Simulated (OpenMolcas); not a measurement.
# GaNH2ClF (SMILES [NH2][Ga]([F])[Cl]): levels of theory compared

We compute a comparison of 6 runs (HF/STO-3G, BHLYP/6-31G*, M06-2X/6-31G*, M06-L/6-31G*, r2SCAN/6-31G*, revPBE/6-31G*) of GaNH2ClF. 

The calculation is run with OpenMolcas 26.06.

1 further run of the same task is left out (set aside as unsound or not needed).

## Step 1: The molecule

GaNH2ClF has 6 atoms, charge 0, and is taken as a singlet. As SMILES, `[NH2][Ga]([F])[Cl]`. Geometry: relaxed at PBE0-D4/def2-TZVP.

Bond lengths: N1–Ga2 1.791 Å, Ga2–F3 1.743 Å, Ga2–Cl4 2.117 Å, N1–H5 1.005 Å, N1–H6 1.005 Å. Angles: N1–Ga2–F3 119.0°, N1–Ga2–Cl4 124.0°, F3–Ga2–Cl4 116.9°, Ga2–N1–H5 121.8°, Ga2–N1–H6 122.2°, H5–N1–H6 113.3°.

## Step 2: Energy and forces at HF/STO-3G (run 1)

Input file test.input:

```
* ClFGaH2N Hartree-Fock
&GATEWAY
BasLib=$CurrDir
Coord
6
angstrom
N       -0.193400       1.027000      -0.045900
Ga       0.233000      -0.711000       0.012900
F        1.569300      -1.221300       1.009300
Cl      -0.740100      -2.208600      -1.123700
H        0.201900       1.691500       0.596800
H       -1.028600       1.358600      -0.495600
Basis=STO-3G
Group=NoSym
&SEWARD
&SCF
Thresholds=1e-10 1e-07 1e-07 1e-05
PrOrbitals=1 1
&ALASKA
```

The basis set STO-3G is read from a file made from the Basis Set Exchange's data (not shown).

Launch:

```console
$ export MOLCAS_MEM=1860
$ pymolcas test.input > test.log
```

Log:

```text
--- Start Module: gateway ---
[...]
--- Stop Module: gateway /rc=_RC_ALL_IS_WELL_ ---
[...]
      Basis functions           39
[...]
--- Start Module: scf ---
[...]
       Convergence after  15 Iterations
[...]
::    Total SCF energy                              -2508.5103448645
[...]
      Total spin, S                                     0.0000000000
[...]
      Total electronic charge=   66.000000
      Total            charge=   -0.000000
[...]
      Dipole Moment (debye):
      Origin of the operator (angstrom)=    0.1184   -0.9501   -0.1423
                   X= -5.6579E-02               Y=  2.8632E+00               Z=  1.1295E+00           Total=  3.0785E+00
      Quadrupole Moment (debye*angstrom):
[...]
--- Stop Module: scf /rc=_RC_ALL_IS_WELL_ ---
--- Start Module: alaska ---
[...]
 *              Molecular gradients               *
 **************************************************
  Irreducible representation: a
 ------------------------------------------------------------------------------------------
                              X                       Y                       Z
 ------------------------------------------------------------------------------------------
  N1               -3.20864419449141E-02    1.25565049118887E-01   -2.53193012098563E-03
  GA2              -6.76005777116395E-03   -7.55063909248843E-02   -1.64148301668137E-02
  F3                4.38423759326696E-02   -1.39227178547614E-02    3.37006871107661E-02
  CL4              -1.21511092385909E-02   -1.36348839460574E-02   -1.29613199860827E-02
  H5               -7.07455900006870E-04   -1.20911269739032E-02   -4.89000402817075E-03
  H6                7.86268892208586E-03   -1.04099294193625E-02    3.09739719128377E-03
 ------------------------------------------------------------------------------------------
[...]
```

It took 2.6 s on 1 thread of Arm Neoverse V1, shared host; peak memory 0.37 GiB.

## Step 3: Energy and forces at BHLYP/6-31G(d) (spherical functions) (run 2)

Input file run.inp:

```
>>> EXPORT MOLCAS_PRINT=2
&GATEWAY
BasLib=$CurrDir
Coord
6
angstrom
N       -0.193400       1.027000      -0.045900
Ga       0.233000      -0.711000       0.012900
F        1.569300      -1.221300       1.009300
Cl      -0.740100      -2.208600      -1.123700
H        0.201900       1.691500       0.596800
H       -1.028600       1.358600      -0.495600
Basis=6-31Gs
Group=NoSym
&SEWARD
GridInput
Grid=UltraFine
End of Grid
&SCF
KSDFT=HYB_GGA_XC_BHANDHLYP
Thresholds=1e-10 1e-07 1e-07 1e-05
PrOrbitals=0
&ALASKA
```

The basis set 6-31G* is read from a file made from the Basis Set Exchange's data (not shown).

Launch:

```console
$ export MOLCAS_MEM=1860
$ pymolcas run.inp > run.log
```

Log:

```text
--- Start Module: gateway ---
[...]
--- Stop Module: gateway /rc=_RC_ALL_IS_WELL_ ---
[...]
      Basis functions           82
[...]
--- Start Module: scf ---
[...]
       Convergence after  14 Iterations
[...]
::    Total KS-DFT energy                           -2540.5665156953
[...]
      Total spin, S                                     0.0000000000
[...]
      Total electronic charge=   66.000000
      Total            charge=   -0.000000
[...]
      Dipole Moment (debye):
      Origin of the operator (angstrom)=    0.1184   -0.9501   -0.1423
                   X= -1.3676E+00               Y=  2.7975E+00               Z=  8.1493E-02           Total=  3.1150E+00
      Quadrupole Moment (debye*angstrom):
[...]
--- Stop Module: scf /rc=_RC_ALL_IS_WELL_ ---
[...]
--- Start Module: alaska ---
[...]
 *              Molecular gradients               *
 **************************************************
  Irreducible representation: a
 ------------------------------------------------------------------------------------------
                              X                       Y                       Z
 ------------------------------------------------------------------------------------------
  N1                1.80251552496724E-03   -3.98416019363168E-03   -9.72468017232941E-05
  GA2              -7.90102420994310E-03   -2.79308904733711E-04   -6.55226480022719E-03
  F3                4.86009453044289E-03   -1.82818052182832E-03    3.56544931609193E-03
  CL4               2.40543863146314E-03    3.13709500852966E-03    2.63010412689724E-03
  H5                1.17643013781543E-03    2.07309653189469E-03    1.79377661984415E-03
  H6               -2.34345461485486E-03    8.81458079816433E-04   -1.33981846094589E-03
 ------------------------------------------------------------------------------------------
[...]
```

Wall time 26 s (1 thread of Arm Neoverse V1, shared host); peak memory 0.46 GiB.

Runs 3 to 4 aren't shown in full; the table further down has their settings and results.

## Step 4: Energy and forces at r2SCAN/6-31G(d) (spherical functions) (run 5)

Input file run.input:

```
* ClFGaH2N Kohn-Sham DFT
&GATEWAY
BasLib=$CurrDir
Coord
6
angstrom
N       -0.193400       1.027000      -0.045900
Ga       0.233000      -0.711000       0.012900
F        1.569300      -1.221300       1.009300
Cl      -0.740100      -2.208600      -1.123700
H        0.201900       1.691500       0.596800
H       -1.028600       1.358600      -0.495600
Basis=6-31Gs
Group=NoSym
&SEWARD
GridInput
Grid=UltraFine
End of Grid
&SCF
KSDFT=2
1.0 MGGA_X_R2SCAN
1.0 MGGA_C_R2SCAN
Thresholds=1e-10 1e-07 1e-07 1e-05
PrOrbitals=0
&ALASKA
```

The basis set 6-31G* is read from a file made from the Basis Set Exchange's data (not shown).

Launch:

```console
$ export MOLCAS_MEM=1860
$ pymolcas run.input > run.log
```

Log:

```text
--- Start Module: gateway ---
[...]
--- Stop Module: gateway /rc=_RC_ALL_IS_WELL_ ---
[...]
      Basis functions           82
[...]
--- Start Module: scf ---
[...]
       Convergence after  17 Iterations
[...]
::    Total KS-DFT energy                           -2540.5447093364
[...]
      Total spin, S                                     0.0000000000
[...]
      Total electronic charge=   66.000000
      Total            charge=   -0.000000
[...]
      Dipole Moment (debye):
      Origin of the operator (angstrom)=    0.1184   -0.9501   -0.1423
                   X= -1.2697E+00               Y=  2.8775E+00               Z=  1.3002E-01           Total=  3.1479E+00
      Quadrupole Moment (debye*angstrom):
[...]
--- Stop Module: scf /rc=_RC_ALL_IS_WELL_ ---
[...]
--- Start Module: alaska ---
[...]
 *              Molecular gradients               *
 **************************************************
  Irreducible representation: a
 ------------------------------------------------------------------------------------------
                              X                       Y                       Z
 ------------------------------------------------------------------------------------------
  N1               -1.38821018102853E-03    8.06708726443617E-04    2.24114999225344E-03
  GA2              -3.38192325916864E-03   -8.00760780723664E-05   -3.94558104246201E-03
  F3               -1.64049533296406E-04   -8.58337606786108E-05    6.93066559911415E-05
  CL4               2.57400188311152E-03    3.10134887203972E-03    2.99300205313457E-03
  H5               -2.30505296387085E-03   -2.69079878747647E-03   -3.78970741123297E-03
  H6                4.66523405431563E-03   -1.05134897216663E-03    2.43182975233003E-03
 ------------------------------------------------------------------------------------------
[...]
```

Run time: 37 s. Hardware: 1 thread of Arm Neoverse V1, shared host; peak memory 0.46 GiB.

## Step 5: Energy and forces at revPBE/6-31G(d) (spherical functions) (run 6)

Input file input.xyz:

```xyz
6

N     -0.193400     1.027000    -0.045900
Ga     0.233000    -0.711000     0.012900
F      1.569300    -1.221300     1.009300
Cl    -0.740100    -2.208600    -1.123700
H      0.201900     1.691500     0.596800
H     -1.028600     1.358600    -0.495600
```

Input file test.input:

```
>>> EXPORT MOLCAS_PRINT=2
&GATEWAY
BasLib
$CurrDir
Coord
input.xyz
Basis
6-31Gs
Group
NoSym
&SEWARD
GridInput
Grid=UltraFine
End of Grid
&SCF
KSDFT
revPBE
Thresholds
1e-10 1e-07 1e-07 1e-05
PrOrbitals
1 2
&ALASKA
```

The basis set 6-31G* is read from a file made from the Basis Set Exchange's data (not shown).

Launch:

```console
$ export MOLCAS_MEM=1860
$ pymolcas test.input > test.log
```

Log:

```text
--- Start Module: gateway ---
[...]
--- Stop Module: gateway /rc=_RC_ALL_IS_WELL_ ---
[...]
      Basis functions           82
[...]
--- Start Module: scf ---
[...]
       Convergence after  18 Iterations
[...]
::    Total KS-DFT energy                           -2540.3780708555
[...]
      Total spin, S                                     0.0000000000
[...]
      Total electronic charge=   66.000000
      Total            charge=   -0.000000
[...]
      Dipole Moment (debye):
      Origin of the operator (angstrom)=    0.1184   -0.9501   -0.1423
                   X= -1.1994E+00               Y=  2.8180E+00               Z=  1.4329E-01           Total=  3.0659E+00
      Quadrupole Moment (debye*angstrom):
[...]
--- Stop Module: scf /rc=_RC_ALL_IS_WELL_ ---
[...]
--- Start Module: alaska ---
[...]
 *              Molecular gradients               *
 **************************************************
  Irreducible representation: a
 ------------------------------------------------------------------------------------------
                              X                       Y                       Z
 ------------------------------------------------------------------------------------------
  N1               -1.64244602373609E-03   -4.30448385465709E-03    4.13244488968045E-03
  GA2               5.77054300221813E-04    3.64251919004133E-04   -1.40772050850480E-03
  F3               -1.09642528187273E-02    3.94770808688172E-03   -7.94950185871102E-03
  CL4               6.83262122614536E-03    9.56450659784380E-03    7.99145062557471E-03
  H5               -4.76992345834359E-03   -6.66700858547209E-03   -7.94512917494927E-03
  H6                9.96694677447785E-03   -2.90497416346103E-03    5.17845602685796E-03
 ------------------------------------------------------------------------------------------
[...]
```

It took 30 s on 1 thread of Arm Neoverse V1, shared host; peak memory 0.46 GiB.

## Step 6: Overview of the runs

```csv
run,level,integration grid,energy (Eh),dipole moment (D),HOMO energy (eV),LUMO energy (eV),wall time
1,HF/STO-3G,–,-2508.510345,3.08,-8.61,5.81,2.6 s
2,BHLYP/6-31G* (spherical functions),UltraFine,-2540.566516,3.11,-9.34,-0.25,26 s
3,M06-2X/6-31G* (spherical functions),UltraFine,-2540.582352,3.13,-9.40,-0.30,35 s
4,M06-L/6-31G* (spherical functions),UltraFine,-2540.586240,3.14,-6.79,-1.67,36 s
5,r2SCAN/6-31G* (spherical functions),UltraFine,-2540.544709,3.15,-6.86,-1.68,37 s
6,revPBE/6-31G* (spherical functions),UltraFine,-2540.378071,3.07,-6.43,-1.90,30 s
```

## Step 7: Summary of results

```
                       quantity           value
            run 6: total energy  -2540.37807 Eh
           run 6: dipole moment          3.07 D
             run 6: HOMO energy        -6.43 eV
             run 6: LUMO energy        -1.90 eV
           run 6: HOMO–LUMO gap         4.53 eV
run 6: largest force on an atom      0.731 eV/Å
```

In words: The dipole moment (its size) runs from 3.07 D (revPBE/6-31G*) to 3.15 D (r2SCAN/6-31G*). The HOMO–LUMO gap runs from 4.53 eV (revPBE/6-31G*) to 14.42 eV (HF/STO-3G). The two ends differ in method and basis. Totals of different functionals can't be ranked against each other. In run 1 the basis is minimal, so the values are rough. All runs together took 2.8 min, the longest 37 s.
